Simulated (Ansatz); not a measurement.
# One shape, several levels: singlet C2HF2Ge+

We compute a comparison of 6 runs (HF/6-31G*, B3LYP/6-31G*, PBE0/6-31G*, revPBE/6-31G*, wB97X/6-31G*, MP2/6-31G*) of singlet C2HF2Ge+. 

The results are computed with Ansatz 0.2.0.

69 further runs of the same task are left out: 69 set aside as unsound or not needed.

## (1) The system as given

The species is C2HF2Ge+ (6 atoms), meant as a singlet with charge +1. As SMILES of the parent species, `C#[C][Ge]([F])[F]`. The shape is that of a PBE0-D4/def2-TZVP optimisation. That shape belongs to the parent species and isn't relaxed for this state.

Bond lengths: C1–C2 1.206 Å, C2–Ge3 1.892 Å, Ge3–F4 1.728 Å, Ge3–F5 1.728 Å, C1–H6 1.067 Å. Angles: C1–C2–Ge3 171.1°, C2–Ge3–F4 108.5°, C2–Ge3–F5 108.5°, F4–Ge3–F5 104.7°, C2–C1–H6 178.2°.

## (2) The energy at HF/6-31G(d) (spherical functions) (run 1)

Input file molecule.yaml:

```yaml
crystal:
  periodic: [false, false, false]
  atoms:
    - symbol: C
      position_ang: [-0.190100, 0.518400, 1.692900]
    - symbol: C
      position_ang: [-0.131400, 0.204200, 0.530300]
    - symbol: Ge
      position_ang: [-0.289600, -0.139700, -1.323100]
    - symbol: F
      position_ang: [-0.276600, -1.850600, -1.565100]
    - symbol: F
      position_ang: [1.142900, 0.424100, -2.108200]
    - symbol: H
      position_ang: [-0.213200, 0.779700, 2.727000]
basis:
  gaussian:
    orbitals: 6-31G_st_-spherical.json
total_charge: 1
hamiltonian:
  xc: hf
accuracy: high
output: {orbitals: {seedname: orbitals}}
```

The basis set 6-31G* is read from a file made from the Basis Set Exchange's data (not shown).

Started as:

```sh
ansatz run molecule.yaml --threads 1 --pin off --max-ram 3480MiB --events-out events.jsonl --progress --plain --runs-dir runs
```

The log of the run:

```text
Warning: RAYON_NUM_THREADS=1 ignored (pool sized by the plan → 1); use --threads N
Functional definition: HF
  name "HF"
  exchange = exact_x
  correlation = 0
1872 factors; integrals over basis functions are off by at most 9.0e-9 eV
mean field evaluation 1: about -63936.3097 eV, gradient 6.1e1 eV
mean field evaluation 2: about -63936.3932 eV, gradient 6.1e1 eV
mean field evaluation 4: about -63943.5226 eV, gradient 3.8e0 eV
mean field evaluation 8: about -63943.5882 eV, gradient 5.7e-1 eV
mean field evaluation 16: about -63943.5923 eV, gradient 1.4e-6 eV
mean field -63943.59233009 eV, -2349.8836756071 hartree, gradient 2.7e-8 eV, S^2 0.000000; 0 other end points of the search recorded, 0 dependent functions left out
reference -63943.59233009 eV, -2349.8836756071 hartree; 31, 31 occupied and 59, 59 virtual orbitals, 1872 factors
Total energy: -63943.59233009 eV, -2349.8836756071 hartree
```

Run time: 3 s. Hardware: 1 thread of Arm Neoverse V2, shared host; peak memory 0.26 GiB.

## (3) The energy at B3LYP/6-31G(d) (spherical functions) (run 2)

Input file molecule.yaml:

```yaml
crystal:
  periodic: [false, false, false]
  atoms:
    - {symbol: C, position_ang: [-0.190100, 0.518400, 1.692900]}
    - {symbol: C, position_ang: [-0.131400, 0.204200, 0.530300]}
    - {symbol: Ge, position_ang: [-0.289600, -0.139700, -1.323100]}
    - {symbol: F, position_ang: [-0.276600, -1.850600, -1.565100]}
    - {symbol: F, position_ang: [1.142900, 0.424100, -2.108200]}
    - {symbol: H, position_ang: [-0.213200, 0.779700, 2.727000]}
basis:
  gaussian: {orbitals: 6-31G_st_-spherical.json}
total_charge: 1
hamiltonian: {xc: {name: B3LYP}}
accuracy: high
output: {orbitals: {seedname: orbitals}}
```

The basis set 6-31G* is read from a file made from the Basis Set Exchange's data (not shown).

Started as:

```sh
ansatz run molecule.yaml --threads 1 --pin off --max-ram 3480MiB --events-out events.jsonl --progress --plain --runs-dir runs
```

The log of the run:

```text
Warning: RAYON_NUM_THREADS=1 ignored (pool sized by the plan → 1); use --threads N
Functional definition: B3LYP
  name "B3LYP"
  parameter a0 = 0.2
  parameter ax = 0.72
  parameter ac = 0.81
  exchange = (1 - a0 - ax)*slater_x + ax*b88_x + a0*exact_x
  correlation = (1 - ac)*vwn_rpa_c + ac*lyp_c
1872 factors; integrals over basis functions are off by at most 9.0e-9 eV
mean field evaluation 1: about -64008.1122 eV, gradient 9.1e1 eV
mean field evaluation 2: about -63947.5181 eV, gradient 1.9e2 eV
mean field evaluation 4: about -64021.7357 eV, gradient 3.0e1 eV
mean field evaluation 8: about -64024.2498 eV, gradient 8.7e-1 eV
mean field evaluation 16: about -64024.3831 eV, gradient 6.8e-4 eV
mean field -64024.38305128 eV, -2352.8526798491 hartree, gradient 9.3e-8 eV, S^2 0.000000; 0 other end points of the search recorded, 0 dependent functions left out
reference -64024.38308923 eV, -2352.8526812437 hartree; 31, 31 occupied and 59, 59 virtual orbitals, 1872 factors
Total energy: -64024.38308923 eV, -2352.8526812437 hartree
```

Wall time 8.1 s (1 thread of Arm Neoverse V2, shared host); peak memory 0.31 GiB.

Run 3 isn't shown in full; the table further down has it.

## (4) The energy at revPBE/6-31G(d) (spherical functions) (run 4)

Input file in.yaml:

```yaml
crystal:
  periodic: [false, false, false]
  atoms:
    - {symbol: C, position_ang: [-0.190100, 0.518400, 1.692900]}
    - {symbol: C, position_ang: [-0.131400, 0.204200, 0.530300]}
    - {symbol: Ge, position_ang: [-0.289600, -0.139700, -1.323100]}
    - {symbol: F, position_ang: [-0.276600, -1.850600, -1.565100]}
    - {symbol: F, position_ang: [1.142900, 0.424100, -2.108200]}
    - {symbol: H, position_ang: [-0.213200, 0.779700, 2.727000]}
basis:
  gaussian: {orbitals: 6-31G_st_-spherical.json}
total_charge: 1
hamiltonian: {xc: {name: revPBE}}
accuracy: high
output: {orbitals: {seedname: orbitals}}
```

The basis set 6-31G* is read from a file made from the Basis Set Exchange's data (not shown).

Started as:

```sh
ansatz run in.yaml --threads 1 --pin off --max-ram 3480MiB --events-out events.jsonl --progress --plain --runs-dir runs
```

The log of the run:

```text
Warning: RAYON_NUM_THREADS=1 ignored (pool sized by the plan → 1); use --threads N
Functional definition: revPBE
  name "revPBE"
  parameter kappa = 1.245
  parameter beta = 0.06672455060314922
  exchange = pbe_x(kappa = kappa, mu = beta*pi^2/3)
  correlation = pbe_c(beta = beta)
1872 factors; integrals over basis functions are off by at most 9.0e-9 eV
mean field evaluation 1: about -63997.9703 eV, gradient 9.8e1 eV
mean field evaluation 2: about -63895.1028 eV, gradient 2.5e2 eV
mean field evaluation 4: about -64010.9525 eV, gradient 5.0e1 eV
mean field evaluation 8: about -64016.9073 eV, gradient 4.8e-1 eV
mean field evaluation 16: about -64016.9046 eV, gradient 6.5e-4 eV
mean field evaluation 32: about -64012.7273 eV, gradient 1.3e1 eV
mean field -64016.90457949 eV, -2352.5778510800 hartree, gradient 5.0e-8 eV, S^2 0.000000; 2 other end points of the search recorded, 0 dependent functions left out
reference -64016.90458418 eV, -2352.5778512522 hartree; 31, 31 occupied and 59, 59 virtual orbitals, 1872 factors
Total energy: -64016.90458418 eV, -2352.5778512522 hartree
```

Run time: 7.2 s. Hardware: 1 thread of Arm Neoverse V2, shared host; peak memory 0.21 GiB.

Run 5 isn't shown in full; the table further down has it.

## (5) The energy at MP2/6-31G(d) (spherical functions) (run 6)

Input file input.yaml:

```yaml
crystal:
  periodic: [false, false, false]
  atoms:
    - {symbol: C, position_ang: [-0.190100, 0.518400, 1.692900]}
    - {symbol: C, position_ang: [-0.131400, 0.204200, 0.530300]}
    - {symbol: Ge, position_ang: [-0.289600, -0.139700, -1.323100]}
    - {symbol: F, position_ang: [-0.276600, -1.850600, -1.565100]}
    - {symbol: F, position_ang: [1.142900, 0.424100, -2.108200]}
    - {symbol: H, position_ang: [-0.213200, 0.779700, 2.727000]}
basis:
  gaussian: {orbitals: 6-31G_st_-spherical.json}
total_charge: 1
correlation: {method: mp2, frozen_orbitals: {C: 1, F: 1, Ge: 9, H: 0}}
accuracy: high
```

The basis set 6-31G* is read from a file made from the Basis Set Exchange's data (not shown).

Started as:

```sh
ansatz run input.yaml --threads 1 --pin off --max-ram 3480MiB --events-out events.jsonl --progress --plain --runs-dir runs
```

The log of the run:

```text
Warning: RAYON_NUM_THREADS=1 ignored (pool sized by the plan → 1); use --threads N
Functional definition: HF
  name "HF"
  exchange = exact_x
  correlation = 0
1872 factors; integrals over basis functions are off by at most 9.0e-9 eV
mean field evaluation 1: about -63936.3097 eV, gradient 6.1e1 eV
mean field evaluation 2: about -63936.3932 eV, gradient 6.1e1 eV
mean field evaluation 4: about -63943.5226 eV, gradient 3.8e0 eV
mean field evaluation 8: about -63943.5882 eV, gradient 5.7e-1 eV
mean field evaluation 16: about -63943.5923 eV, gradient 1.4e-6 eV
mean field -63943.59233009 eV, -2349.8836756071 hartree, gradient 2.7e-8 eV, S^2 0.000000; 0 other end points of the search recorded, 0 dependent functions left out; unrestricted orbitals would lower it
13 core orbitals not correlated: weight in the atoms' cores, before any rotation towards them, 1.000 or more for the frozen orbitals, at most 0.000 for the correlated occupied ones
reference -63943.59233009 eV, -2349.8836756071 hartree; 18, 18 occupied and 59, 59 virtual orbitals, 1872 factors
second order -22.79568382 eV of doubles, -0.00000000 eV of singles
Total energy: -63966.38801391 eV, -2350.7214015360 hartree
```

Wall time 4.2 s (1 thread of Arm Neoverse V2, shared host); peak memory 0.27 GiB.

## (6) Overview of the runs

```csv
run,level,frozen core orbitals,energy (Eh),HOMO energy (eV),LUMO energy (eV),HOMO–LUMO gap (eV),wall time
1,HF/6-31G* (spherical functions),–,-2349.883676,-17.62,-8.87,8.74,3 s
2,B3LYP/6-31G* (spherical functions),–,-2352.852681,-14.79,-12.20,2.59,8.1 s
3,PBE0/6-31G* (spherical functions),–,-2352.261660,-15.05,-11.99,3.06,8.1 s
4,revPBE/6-31G* (spherical functions),–,-2352.577851,-13.69,-12.51,1.18,7.2 s
5,wB97X/6-31G* (spherical functions),–,-2352.783182,-17.37,-10.01,7.36,29 s
6,MP2/6-31G* (spherical functions),13,-2350.721402,–,–,–,4.2 s
```

## (7) Outcome

```
                                           quantity           value
                                run 6: total energy  -2350.72140 Eh
run 6: correlation energy (13 core orbitals frozen)      -837.7 mEh
```

In words: Over runs 1, 2, 3, 4, 5 the HOMO–LUMO gap runs from 1.18 eV (revPBE/6-31G*) to 8.74 eV (HF/6-31G*). Exact exchange widens orbital gaps. Totals of different functionals can't be ranked against each other. In run 6 the log says that unrestricted orbitals would lower the reference, so the values rest on an unstable closed-shell determinant (other closed-shell runs at this shape may share the fault). All runs together took 60 s, the longest 29 s.
